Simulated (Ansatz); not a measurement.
# GeH₅NO: small, medium and large basis sets

The task here is to estimate one member of a computed series from the others.

Program: Ansatz 0.2.0, Gaussian basis. Level of theory: one geometry, several basis sets. These are calculated values, not measurements.

The runs, in order: PBE0-D4/def2-SVP; ωB97M-V/def2-SVP; PBE0-D4/def2-QZVPP; ωB97M-V/def2-QZVPP; the functionals' def2-TZVPP values are taken from earlier runs.

## The relaxed structure

An earlier PBE0-D4 in a triple-zeta def2 set relaxation fixed the geometry.

SMILES `[NH2][GeH2][OH]`, 8 atoms, charge 0, spin multiplicity 1.

Atoms are counted from 1 here; the program's logs count them from 0.

Bond lengths: N1–Ge2 1.819 Å, N1–H4 1.009 Å, N1–H5 1.009 Å, Ge2–O3 1.780 Å, Ge2–H6 1.548 Å, Ge2–H7 1.538 Å, O3–H8 0.959 Å. Angles: Ge2–N1–H4 117.0°, Ge2–N1–H5 115.8°, H4–N1–H5 110.2°, N1–Ge2–O3 104.8°, N1–Ge2–H6 115.6°, N1–Ge2–H7 106.9°, O3–Ge2–H6 106.5°, O3–Ge2–H7 111.2°, H6–Ge2–H7 111.7°, Ge2–O3–H8 112.1°.

The first run:

Input file in.yaml:

```yaml
crystal:
  periodic: [false, false, false]
  atoms:
    - {symbol: N, position_ang: [-1.031814, 0.492503, -0.794502]}
    - {symbol: Ge, position_ang: [0.497147, 0.055430, 0.087819]}
    - {symbol: O, position_ang: [0.294802, -1.658247, 0.524467]}
    - {symbol: H, position_ang: [-1.853929, 0.655504, -0.233380]}
    - {symbol: H, position_ang: [-0.943181, 1.208529, -1.499197]}
    - {symbol: H, position_ang: [0.748963, 0.819478, 1.410916]}
    - {symbol: H, position_ang: [1.655784, 0.242655, -0.906814]}
    - {symbol: H, position_ang: [0.724425, -1.872950, 1.354790]}
basis:
  gaussian: {orbitals: def2-SVP}
hamiltonian: {xc: pbe0, dispersion: d4}
output: {orbitals: {seedname: orbitals}}
```

On the command line:

```sh
ansatz run in.yaml --threads 2 --pin off --events-out ev --progress --plain --max-ram 4352MiB
```

Among the steps run: PBE0-D4 in def2-SVP; ωB97M-V in def2-SVP; PBE0-D4 in def2-QZVPP; ωB97M-V in def2-QZVPP.

One table of the session follows, with a row left open; its other results are not shown here.

```
functional       basis  HOMO (eV)  LUMO (eV)
   PBE0-D4    def2-SVP      -7.21       1.10
   PBE0-D4  def2-TZVPP      -7.46       0.63
   PBE0-D4  def2-QZVPP      -7.52       0.31
   ωB97M-V    def2-SVP      -9.56       2.92
   ωB97M-V  def2-TZVPP          ?          ?
   ωB97M-V  def2-QZVPP      -9.89       1.73
```

Estimate the missing values for ωB97M-V, def2-TZVPP.

**Answer.** HOMO (eV): -9.83; LUMO (eV): 2.23. In the column «HOMO (eV)» it lies between ωB97M-V, def2-QZVPP (-9.89) and ωB97M-V, def2-SVP (-9.56).
